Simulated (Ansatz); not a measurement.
# Cl₂FGaH₂ (built from SMILES [F][Ga]([Cl])[Cl].[H][H]): search for a transition state

Aim: find the saddle point of a four-centre ligand exchange that is to form Ga1–H6, F2–H5 and break Ga1–F2, H5–H6, prove it by its vibrations, and relax downhill on both sides to see what it joins.

The runs use Ansatz 0.2.0, Gaussian basis; PBE0-D4, def2-SVP first, then def2-TZVP.

152 further runs of the same task are left out: 152 set aside as unsound or not needed. Runs told in other sessions of the task aren't counted.

## Step 1: Starting geometry

The guess: 6 atoms, charge 0, spin multiplicity 1.

Atoms are counted from 1 here; the program's logs count them from 0.

Bond lengths: Ga1–F2 2.114 Å, Ga1–Cl3 2.065 Å, Ga1–Cl4 2.067 Å, Ga1–H5 1.912 Å, Ga1–H6 1.717 Å. Angles: F2–Ga1–Cl3 107.9°, F2–Ga1–Cl4 108.1°, F2–Ga1–H5 33.9°, F2–Ga1–H6 72.4°, Cl3–Ga1–Cl4 127.6°, Cl3–Ga1–H5 115.5°, Cl3–Ga1–H6 113.2°, Cl4–Ga1–H5 115.7°, Cl4–Ga1–H6 113.2°, H5–Ga1–H6 38.5°.

As a file:

```
Ga   -0.1848   -0.4146   -0.2988
F     0.9804    1.3142    0.0540
Cl    1.0948   -2.0329   -0.3947
Cl   -1.6883    0.0850   -1.6256
H     0.2988    0.9434    0.9580
H    -0.5009    0.1049    1.3071
```

Distances that are to change: Ga1–H6 1.72 Å, F2–H5 1.19 Å, Ga1–F2 2.11 Å, H5–H6 1.21 Å.

## Step 2: Relaxing the guess with the reacting distances held

Input file hold/in.yaml:

```yaml
crystal:
  periodic: [false, false, false]
  atoms:
    - {symbol: Ga, position_ang: [-0.184800, -0.414600, -0.298800]}
    - {symbol: F, position_ang: [0.980400, 1.314200, 0.054000]}
    - {symbol: Cl, position_ang: [1.094800, -2.032900, -0.394700]}
    - {symbol: Cl, position_ang: [-1.688300, 0.085000, -1.625600]}
    - {symbol: H, position_ang: [0.298800, 0.943400, 0.958000]}
    - {symbol: H, position_ang: [-0.500900, 0.104900, 1.307100]}
basis:
  gaussian: {orbitals: def2-SVP}
hamiltonian: {xc: pbe0, dispersion: d4}
relax: {f_tol: 0.04, max_steps: 150, escape_saddle: false, constraints: [{distance: [0, 5]}, {distance: [1, 4]}, {distance: [0, 1]}, {distance: [4, 5]}]}
```

Started as:

```sh
$ ansatz run in.yaml --threads 4 --pin off --events-out ev --progress --plain --max-ram 9574MiB
```

The log of the run, shortened:

```text
Functional definition: PBE0
  name "PBE0"
  cite "Adamo & Barone, J. Chem. Phys. 110, 6158 (1999) doi:10.1063/1.478522"
  cite "Perdew, Burke & Ernzerhof, Phys. Rev. Lett. 77, 3865 (1996) doi:10.1103/PhysRevLett.77.3865"
  parent pbe
[...]
929 factors; integrals over basis functions are off by at most 3.2e-4 eV
[...]
mean field -80140.67530647 eV, -2945.1154962120 hartree, gradient 4.1e-5 eV, S^2 0.000000; 0 other end points of the search recorded, 0 dependent functions left out
[...]
reference -80140.67533323 eV, -2945.1154971956 hartree; 38, 38 occupied and 54, 54 virtual orbitals, 929 factors
relax step   1: F+E_penalty+E_count = -80140.80452564 eV  Δ(F+E_penalty+E_count) = +0.000e0 eV  max|allowed force component| = 9.359e-1 eV/Å  Δτ_max = 0.0000 Å  (26 SCF iters, accepted)
[...]
relax step   2: F+E_penalty+E_count = -80140.87713999 eV  Δ(F+E_penalty+E_count) = -7.261e-2 eV  max|allowed force component| = 5.464e-2 eV/Å  Δτ_max = 0.0653 Å  (29 SCF iters, accepted)
[...]
relax step   3: F+E_penalty+E_count = -80140.87830807 eV  Δ(F+E_penalty+E_count) = -1.168e-3 eV  max|allowed force component| = 1.411e-2 eV/Å  Δτ_max = 0.0216 Å  (30 SCF iters, accepted)
  distance Ga 0 - H 5 held at 1.717182 Å   reaction = +3.3853e-1 eV/Å
  distance F 1 - H 4 held at 1.191338 Å   reaction = +2.2997e0 eV/Å
  distance Ga 0 - F 1 held at 2.114452 Å   reaction = +6.1154e-1 eV/Å
  distance H 4 - H 5 held at 1.210154 Å   reaction = +3.6742e-1 eV/Å
929 factors; integrals over basis functions are off by at most 2.9e-4 eV
[...]
mean field -80140.75115437 eV, -2945.1182835710 hartree, gradient 8.2e-6 eV, S^2 0.000000; 1 other end points of the search recorded, 0 dependent functions left out
[...]
reference -80140.75118126 eV, -2945.1182845590 hartree; 38, 38 occupied and 54, 54 virtual orbitals, 929 factors
Total energy: -80140.87833495 eV, -2945.1229573711 hartree
Atom 0 at    -0.186785    -0.400257    -0.267297 Å, force     0.274983     0.599790     0.404542 eV/Å
Atom 1 at     0.980967     1.329242     0.073434 Å, force    -1.636739    -1.192917     1.672084 eV/Å
Atom 2 at     1.093856    -2.086232    -0.447837 Å, force    -0.009467     0.014108     0.004243 eV/Å
Atom 3 at    -1.705056     0.047106    -1.684760 Å, force     0.009136    -0.001945     0.009182 eV/Å
Atom 4 at     0.308213     0.975303     0.990722 Å, force     1.051076     0.438337    -1.661729 eV/Å
Atom 5 at    -0.491195     0.134837     1.335739 Å, force     0.311010     0.142628    -0.428321 eV/Å
Dipole moment:    -0.122668     0.051710     0.369549 e Å
```

Run time: 14 s. Hardware: 4 threads of Intel Xeon at 2.50GHz, shared host.

Step by step:

| step | energy from step 1 (eV) | largest force component (eV/Å) |
| --- | --- | --- |
| 1 | 0.0000 | 0.9359 |
| 2 | -0.0726 | 0.0546 |
| 3 | -0.0738 | 0.0141 |

Close pairs (by a distance rule), those that changed most:

| bond | before (Å) | after (Å) | change (Å) |
| --- | --- | --- | --- |
| Ga1–Cl3 | 2.065 | 2.125 | +0.060 |
| Ga1–Cl4 | 2.067 | 2.125 | +0.058 |
| Ga1–H5 | 1.912 | 1.929 | +0.016 |
| Ga1–H6 | 1.717 | 1.717 | -0.000 |
| Ga1–F2 | 2.114 | 2.114 | +0.000 |

## Step 3: A starting Hessian

Input file hessian/in.yaml:

```yaml
crystal:
  periodic: [false, false, false]
  atoms:
    - {symbol: Ga, position_ang: [-0.186785, -0.400257, -0.267297]}
    - {symbol: F, position_ang: [0.980967, 1.329242, 0.073434]}
    - {symbol: Cl, position_ang: [1.093856, -2.086232, -0.447837]}
    - {symbol: Cl, position_ang: [-1.705056, 0.047106, -1.684760]}
    - {symbol: H, position_ang: [0.308213, 0.975303, 0.990722]}
    - {symbol: H, position_ang: [-0.491195, 0.134837, 1.335739]}
basis:
  gaussian: {orbitals: def2-SVP}
hamiltonian: {xc: pbe0, dispersion: d4}
phonons: {}
scf: {lower_state_search: off}
```

Started as:

```sh
$ ansatz run in.yaml --threads 4 --pin off --events-out ev --progress --plain --max-ram 9574MiB
```

The log of the run, shortened:

```text
[... 5 set-up lines as earlier in the session ...]
[...]
925 factors; integrals over basis functions are off by at most 3.4e-4 eV
[...]
mean field -80140.75112532 eV, -2945.1182825032 hartree, gradient 5.7e-6 eV, S^2 0.000000; 0 other end points of the search recorded, 0 dependent functions left out
[...]
reference -80140.75115222 eV, -2945.1182834918 hartree; 38, 38 occupied and 54, 54 virtual orbitals, 925 factors
[... from here to the last solve, the lines of the solves are left out (35 solves) ...]
925 factors; integrals over basis functions are off by at most 3.4e-4 eV
mean field -80140.75216403 eV, -2945.1183206752 hartree, gradient 1.1e-6 eV, S^2 0.000000; 0 other end points of the search recorded, 0 dependent functions left out
[...]
WARN: phonons: modes at or below zero, which the zero-point energy, F, S and C_V leave out: 1, the lowest at -1249.63 cm⁻¹. A minimum has none, and a first-order saddle one
Total energy: -80140.87830589 eV, -2945.1229563033 hartree
Atom 0 at    -0.186785    -0.400257    -0.267297 Å, force     0.275500     0.600316     0.404295 eV/Å
Atom 1 at     0.980967     1.329242     0.073434 Å, force    -1.636679    -1.192934     1.671948 eV/Å
Atom 2 at     1.093856    -2.086232    -0.447837 Å, force    -0.009559     0.013997     0.004358 eV/Å
Atom 3 at    -1.705056     0.047106    -1.684760 Å, force     0.008977    -0.002026     0.009264 eV/Å
Atom 4 at     0.308213     0.975303     0.990722 Å, force     1.050952     0.438153    -1.661760 eV/Å
Atom 5 at    -0.491195     0.134837     1.335739 Å, force     0.310808     0.142494    -0.428105 eV/Å
Dipole moment:    -0.122668     0.051711     0.369548 e Å
Vibrations: -1249.63 122.40 146.06 187.17 407.69 416.50 476.87 622.20 1094.15 1223.35 1502.79 1756.74 cm⁻¹, zero-point energy 0.493204 eV
Checks for a lower state left out: stability, starts, cluster_reference, orbital_swaps, neighbouring_geometries, increment
```

Wall time 78 s (4 threads of Intel Xeon at 2.50GHz, shared host).

The structure is not stationary yet, so these wavenumbers are no spectrum; the search needs only the force constants.

## Step 4: Saddle search in the small basis

A small driver takes partitioned rational-function steps: uphill along one mode, downhill along the rest. It calls the program once a step for energy and forces and updates the Hessian by Bofill's formula. It stops when the largest force is under 0.04 eV/Å and the followed curvature is negative. The first step's input:

Input file presaddle/in.yaml:

```yaml
crystal:
  periodic: [false, false, false]
  atoms:
    - {symbol: Ga, position_ang: [-0.186785, -0.400257, -0.267297]}
    - {symbol: F, position_ang: [0.980967, 1.329242, 0.073434]}
    - {symbol: Cl, position_ang: [1.093856, -2.086232, -0.447837]}
    - {symbol: Cl, position_ang: [-1.705056, 0.047106, -1.684760]}
    - {symbol: H, position_ang: [0.308213, 0.975303, 0.990722]}
    - {symbol: H, position_ang: [-0.491195, 0.134837, 1.335739]}
basis:
  gaussian: {orbitals: def2-SVP}
hamiltonian: {xc: pbe0, dispersion: d4}
output: {forces: true}
scf: {lower_state_search: off}
```

Started as:

```sh
$ ansatz run in.yaml --threads 4 --pin off --events-out ev --progress --plain --max-ram 9574MiB
```

The driver's record:

| step | energy (eV) | largest force (eV/Å) | followed curvature (eV/Å²) |
| --- | --- | --- | --- |
| 1 | -80140.87823 | 1.6720 | -11.19 |
| 2 | -80140.94159 | 0.6743 | -11.18 |
| 3 | -80140.95880 | 0.2236 | -11.53 |
| 4 | -80140.96187 | 0.0661 | -11.42 |
| 5 | -80140.96236 | 0.0065 | -11.35 |

The 5 steps took 11 s in all (4 threads of Intel Xeon at 2.50GHz, shared host).

## Step 5: Saddle search in triple zeta

The search itself is an outer loop (partitioned rational-function steps, Bofill update of the Hessian). Each step is one single-point run with forces. It stops when the largest force is under 0.01 eV/Å and the followed curvature is negative. The first step's input:

Input file saddle/in.yaml:

```yaml
crystal:
  periodic: [false, false, false]
  atoms:
    - {symbol: Ga, position_ang: [-0.109850, -0.329975, -0.320753]}
    - {symbol: F, position_ang: [0.929856, 1.260387, 0.070518]}
    - {symbol: Cl, position_ang: [1.091063, -2.077896, -0.413247]}
    - {symbol: Cl, position_ang: [-1.714386, 0.061269, -1.654360]}
    - {symbol: H, position_ang: [0.239955, 0.890423, 0.993058]}
    - {symbol: H, position_ang: [-0.436638, 0.195792, 1.324783]}
basis:
  gaussian: {orbitals: def2-TZVP}
hamiltonian: {xc: pbe0, dispersion: d4}
output: {forces: true}
scf: {lower_state_search: off}
```

Started as:

```sh
$ ansatz run in.yaml --threads 4 --pin off --events-out ev --progress --plain --max-ram 9574MiB
```

The driver's record:

| step | energy (eV) | largest force (eV/Å) | followed curvature (eV/Å²) |
| --- | --- | --- | --- |
| 1 | -80159.68342 | 0.1437 | -11.35 |
| 2 | -80159.68465 | 0.0154 | -10.97 |
| 3 | -80159.68474 | 0.0062 | -10.73 |

The 3 steps took 15 s in all (4 threads of Intel Xeon at 2.50GHz, shared host).

Geometry at the end of the search:

```mol
Cl2FGaH2
  3D, bonds by distance, orders not assigned

  6  5  0  0  0  0  0  0  0  0999 V2000
   -0.1184   -0.3387   -0.3162 Ga  0  0
    0.9277    1.2599    0.0748 F   0  0
    1.0888   -2.0701   -0.4153 Cl  0  0
   -1.7063    0.0613   -1.6516 Cl  0  0
    0.2436    0.8910    0.9853 H   0  0
   -0.4354    0.1966    1.3231 H   0  0
  1  2  8  0
  1  3  8  0
  1  4  8  0
  1  5  8  0
  1  6  8  0
M  END
```

Followed mode, largest move set to 1: H5 (0.66, 0.57, -0.49); Ga1 (-0.45, -0.40, 0.33); F2 (-0.14, 0.13, 0.52); H6 (-0.17, -0.31, -0.16).

## Step 6: Checking the order of the point

Input file vib/in.yaml:

```yaml
crystal:
  periodic: [false, false, false]
  atoms:
    - {symbol: Ga, position_ang: [-0.118430, -0.338725, -0.316220]}
    - {symbol: F, position_ang: [0.927696, 1.259923, 0.074769]}
    - {symbol: Cl, position_ang: [1.088826, -2.070067, -0.415267]}
    - {symbol: Cl, position_ang: [-1.706323, 0.061340, -1.651646]}
    - {symbol: H, position_ang: [0.243610, 0.890964, 0.985270]}
    - {symbol: H, position_ang: [-0.435379, 0.196564, 1.323093]}
basis:
  gaussian: {orbitals: def2-TZVP}
hamiltonian: {xc: pbe0, dispersion: d4}
phonons: {temperatures: {t_min: 298.15, t_max: 900, t_step: 200}}
```

Started as:

```sh
$ ansatz run in.yaml --threads 4 --pin off --events-out ev --progress --plain --max-ram 9574MiB
```

The log of the run, shortened:

```text
[... 5 set-up lines as earlier in the session ...]
[...]
1193 factors; their error is unknown
[...]
mean field -80159.55557403 eV, -2945.8093332473 hartree, gradient 1.4e-5 eV, S^2 0.000000; 0 other end points of the search recorded, 0 dependent functions left out
[...]
reference -80159.55560099 eV, -2945.8093342381 hartree; 38, 38 occupied and 127, 127 virtual orbitals, 1193 factors
[... from here to the last solve, the lines of the solves are left out (35 solves) ...]
1193 factors; their error is unknown
mean field -80159.55555301 eV, -2945.8093324749 hartree, gradient 2.1e-6 eV, S^2 0.000000; 0 other end points of the search recorded, 0 dependent functions left out
[...]
reference -80159.55557997 eV, -2945.8093334657 hartree; 38, 38 occupied and 127, 127 virtual orbitals, 1193 factors
WARN: phonons: modes at or below zero, which the zero-point energy, F, S and C_V leave out: 1, the lowest at -1107.63 cm⁻¹. A minimum has none, and a first-order saddle one
Total energy: -80159.68473779 eV, -2945.8140799279 hartree
Atom 0 at    -0.118430    -0.338725    -0.316220 Å, force     0.001402     0.002680     0.001497 eV/Å
Atom 1 at     0.927696     1.259923     0.074769 Å, force     0.002340     0.003213     0.000286 eV/Å
Atom 2 at     1.088826    -2.070067    -0.415267 Å, force    -0.001299     0.000495     0.001231 eV/Å
Atom 3 at    -1.706323     0.061340    -1.651646 Å, force    -0.000019    -0.000456     0.001792 eV/Å
Atom 4 at     0.243610     0.890964     0.985270 Å, force    -0.003320    -0.006159    -0.003311 eV/Å
Atom 5 at    -0.435379     0.196564     1.323093 Å, force     0.000895     0.000228    -0.001495 eV/Å
Dipole moment:    -0.100733     0.036684     0.290952 e Å
Vibrations: -1107.63 120.14 129.29 172.39 393.61 409.70 477.37 563.59 1074.84 1166.15 1795.83 1834.14 cm⁻¹, zero-point energy 0.504433 eV
```

It took 2.4 min on 4 threads of Intel Xeon at 2.50GHz, shared host.

The modes, with what each moves most:

| mode | wavenumber (cm⁻¹) | character |
| --- | --- | --- |
| 1 | 1108i | changes Ga1–H6, F2–H5, H5–H6 |
| 2 | 120 | bend |
| 3 | 129 | bend |
| 4 | 172 | bend |
| 5 | 394 | bend |
| 6 | 410 | Ga–Cl stretch |
| 7 | 477 | Ga–Cl stretch |
| 8 | 564 | Ga–F stretch |
| 9 | 1075 | Ga–H stretch with bend |
| 10 | 1166 | bend |
| 11 | 1796 | bend with Ga–H stretch |
| 12 | 1834 | Ga–H stretch |

Vibrational sums (real modes only):

| T (K) | entropy (J/mol/K) | heat capacity (J/mol/K) |
| --- | --- | --- |
| 298 | 49.1 | 48.8 |
| 498 | 77.8 | 63.2 |
| 698 | 100.7 | 72.2 |
| 898 | 119.6 | 78.0 |

## Step 7: Relaxing after a step of 0.30 Å one way along the mode

Input file downa/in.yaml:

```yaml
crystal:
  periodic: [false, false, false]
  atoms:
    - {symbol: Ga, position_ang: [-0.252150, -0.457459, -0.218052]}
    - {symbol: F, position_ang: [0.886539, 1.297524, 0.232182]}
    - {symbol: Cl, position_ang: [1.105968, -2.071749, -0.444438]}
    - {symbol: Cl, position_ang: [-1.695227, 0.064539, -1.683276]}
    - {symbol: H, position_ang: [0.440150, 1.063202, 0.837940]}
    - {symbol: H, position_ang: [-0.485280, 0.103944, 1.275644]}
basis:
  gaussian: {orbitals: def2-TZVP}
hamiltonian: {xc: pbe0, dispersion: d4}
relax: {f_tol: 0.005, max_steps: 200}
```

Started as:

```sh
$ ansatz run in.yaml --threads 4 --pin off --events-out ev --progress --plain --max-ram 9574MiB
```

The log of the run, shortened:

```text
[... 5 set-up lines as earlier in the session ...]
[...]
1193 factors; their error is unknown
[...]
mean field -80158.81316945 eV, -2945.7820503823 hartree, gradient 1.7e-5 eV, S^2 0.000000; 0 other end points of the search recorded, 0 dependent functions left out
[...]
reference -80158.81319639 eV, -2945.7820513723 hartree; 38, 38 occupied and 127, 127 virtual orbitals, 1193 factors
relax step   1: F+E_penalty+E_count = -80158.93980204 eV  Δ(F+E_penalty+E_count) = +0.000e0 eV  max|allowed force component| = 1.161e1 eV/Å  Δτ_max = 0.0000 Å  (26 SCF iters, accepted)
[...]
1193 factors; their error is unknown
[...]
mean field -80160.25655148 eV, -2945.8350936934 hartree, gradient 5.5e-5 eV, S^2 0.000000; 1 other end points of the search recorded, 0 dependent functions left out
[...]
reference -80160.25657968 eV, -2945.8350947297 hartree; 38, 38 occupied and 127, 127 virtual orbitals, 1193 factors
Total energy: -80160.38245349 eV, -2945.8397205069 hartree
Atom 0 at    -0.439105    -0.616330    -0.069322 Å, force     0.000285     0.000863     0.000998 eV/Å
Atom 1 at     0.929122     1.257038     0.068085 Å, force    -0.000175    -0.000440    -0.000187 eV/Å
Atom 2 at     1.116735    -2.006147    -0.535530 Å, force     0.000744    -0.000539    -0.000166 eV/Å
Atom 3 at    -1.594878     0.062159    -1.734707 Å, force    -0.000492     0.000437    -0.000723 eV/Å
Atom 4 at     0.905882     1.700668     0.881111 Å, force    -0.000074    -0.000076    -0.000178 eV/Å
Atom 5 at    -0.917756    -0.397387     1.390363 Å, force    -0.000287    -0.000245     0.000256 eV/Å
Dipole moment:     0.115523     0.555444     0.695120 e Å
```

Wall time 57 s (4 threads of Intel Xeon at 2.50GHz, shared host).

Step by step:

| step | energy from step 1 (eV) | largest force component (eV/Å) |
| --- | --- | --- |
| 1 | 0.0000 | 11.6057 |
| 2 | -1.2274 | 0.5908 |
| 3 | -1.2803 | 1.9206 |
| 4 | -1.3587 | 1.3715 |
| 5 | -1.4216 | 0.7142 |
| 6 | -1.4392 | 0.0855 |
| 7 | -1.4409 | 0.0367 |
| 8 | -1.4421 | 0.1494 |
| 9 | -1.4426 | 0.0129 |
| 10 | -1.4426 | 0.0184 |
| 11 | -1.4426 | 0.0010 |

Close pairs (by a distance rule), those that changed most:

| bond | before (Å) | after (Å) | change (Å) |
| --- | --- | --- | --- |
| Ga1–H5 | 1.977 | 2.843 | +0.866 |
| Ga1–F2 | 2.140 | 2.324 | +0.184 |
| F2–H5 | 0.788 | 0.926 | +0.138 |
| Ga1–H6 | 1.613 | 1.552 | -0.061 |
| Ga1–Cl3 | 2.122 | 2.138 | +0.016 |
| Ga1–Cl4 | 2.122 | 2.138 | +0.016 |

## Step 8: Relaxing after a step of 0.30 Å the other way along the mode

Input file downb/in.yaml:

```yaml
crystal:
  periodic: [false, false, false]
  atoms:
    - {symbol: Ga, position_ang: [0.015290, -0.219990, -0.414387]}
    - {symbol: F, position_ang: [0.968853, 1.222321, -0.082644]}
    - {symbol: Cl, position_ang: [1.071685, -2.068385, -0.386097]}
    - {symbol: Cl, position_ang: [-1.717420, 0.058142, -1.620015]}
    - {symbol: H, position_ang: [0.047069, 0.718727, 1.132600]}
    - {symbol: H, position_ang: [-0.385477, 0.289184, 1.370542]}
basis:
  gaussian: {orbitals: def2-TZVP}
hamiltonian: {xc: pbe0, dispersion: d4}
relax: {f_tol: 0.005, max_steps: 200}
```

Started as:

```sh
$ ansatz run in.yaml --threads 4 --pin off --events-out ev --progress --plain --max-ram 9574MiB
```

The log of the run, shortened:

```text
[... 5 set-up lines as earlier in the session ...]
[...]
1193 factors; their error is unknown
[...]
mean field -80159.66090273 eV, -2945.8132040058 hartree, gradient 3.8e-5 eV, S^2 0.000000; 0 other end points of the search recorded, 0 dependent functions left out
[...]
reference -80159.66092991 eV, -2945.8132050046 hartree; 38, 38 occupied and 127, 127 virtual orbitals, 1193 factors
relax step   1: F+E_penalty+E_count = -80159.79125057 eV  Δ(F+E_penalty+E_count) = +0.000e0 eV  max|allowed force component| = 4.128e0 eV/Å  Δτ_max = 0.0000 Å  (25 SCF iters, accepted)
[...]
1193 factors; their error is unknown
[...]
mean field -80160.55631935 eV, -2945.8461099595 hartree, gradient 1.0e-5 eV, S^2 0.000000; 1 other end points of the search recorded, 0 dependent functions left out
[...]
reference -80160.55634719 eV, -2945.8461109825 hartree; 38, 38 occupied and 127, 127 virtual orbitals, 1193 factors
Total energy: -80160.68583236 eV, -2945.8508694750 hartree
Atom 0 at     0.208796    -0.131195    -0.698197 Å, force     0.000523     0.000333    -0.000595 eV/Å
Atom 1 at     1.222721     1.274768    -0.566640 Å, force    -0.000041     0.000046     0.000167 eV/Å
Atom 2 at     1.054021    -2.021016    -0.289684 Å, force    -0.000274     0.000382     0.000816 eV/Å
Atom 3 at    -1.722385     0.096102    -1.517702 Å, force    -0.000048     0.000210     0.000906 eV/Å
Atom 4 at    -0.147438     0.685186     1.514769 Å, force     0.000839     0.000299    -0.001386 eV/Å
Atom 5 at    -0.615715     0.096154     1.557454 Å, force    -0.000999    -0.001270     0.000093 eV/Å
Dipole moment:    -0.147716    -0.079126     0.197534 e Å
```

Run time: 49 s. Hardware: 4 threads of Intel Xeon at 2.50GHz, shared host.

Relaxation path:

| step | energy from step 1 (eV) | largest force component (eV/Å) |
| --- | --- | --- |
| 1 | 0.0000 | 4.1277 |
| 2 | -0.6256 | 0.6857 |
| 3 | -0.8106 | 0.4839 |
| 4 | -0.8800 | 0.3156 |
| 5 | -0.8803 | 0.2734 |
| 6 | -0.8923 | 0.2551 |
| 7 | -0.8931 | 0.2153 |
| 8 | -0.8938 | 0.1507 |
| 9 | -0.8945 | 0.0267 |
| 10 | -0.8946 | 0.0014 |

Distances of close pairs at the start and the end, largest changes first:

| bond | before (Å) | after (Å) | change (Å) |
| --- | --- | --- | --- |
| Ga1–H5 | 1.810 | 2.385 | +0.576 |
| Ga1–H6 | 1.899 | 2.412 | +0.513 |
| H5–H6 | 0.654 | 0.754 | +0.099 |
| Ga1–F2 | 1.761 | 1.738 | -0.022 |
| Ga1–Cl3 | 2.129 | 2.110 | -0.019 |
| Ga1–Cl4 | 2.129 | 2.110 | -0.019 |

## Step 9: What the saddle joins

| pair | start side (Å) | saddle (Å) | end side (Å) |
| --- | --- | --- | --- |
| Ga1–H6 | 2.412 | 1.753 | 1.552 |
| F2–H5 | 2.561 | 1.197 | 0.926 |
| Ga1–F2 | 1.738 | 1.950 | 2.324 |
| H5–H6 | 0.754 | 1.028 | 2.826 |

## Step 10: Results

| quantity | value |
| --- | --- |
| imaginary mode | 1108i cm⁻¹ |
| barrier from the start side | 96.6 kJ/mol |
| barrier from the end side | 67.3 kJ/mol |
| energy of the step | +29.3 kJ/mol |
| pairs that change | Ga1–H6 formed, F2–H5 formed, Ga1–F2 broken, H5–H6 broken |
| zero-point energy at the saddle | 0.504 eV |

In words: One imaginary mode, 1108i cm⁻¹, makes this a first-order saddle. Going downhill both ways gives the intended start and end. At PBE0-D4/def2-TZVP the electronic barrier is 96.6 kJ/mol, about 39 kT at 298 K, and the step runs 29.3 kJ/mol uphill. The barrier is thin enough for tunnelling; the leading (Wigner) term alone is a factor of 2.2 at 298 K. A step off the saddle overshot and began above it in energy, so the link to its end is likely but not proven. The ends are the nearest minima, not always the lowest complexes.
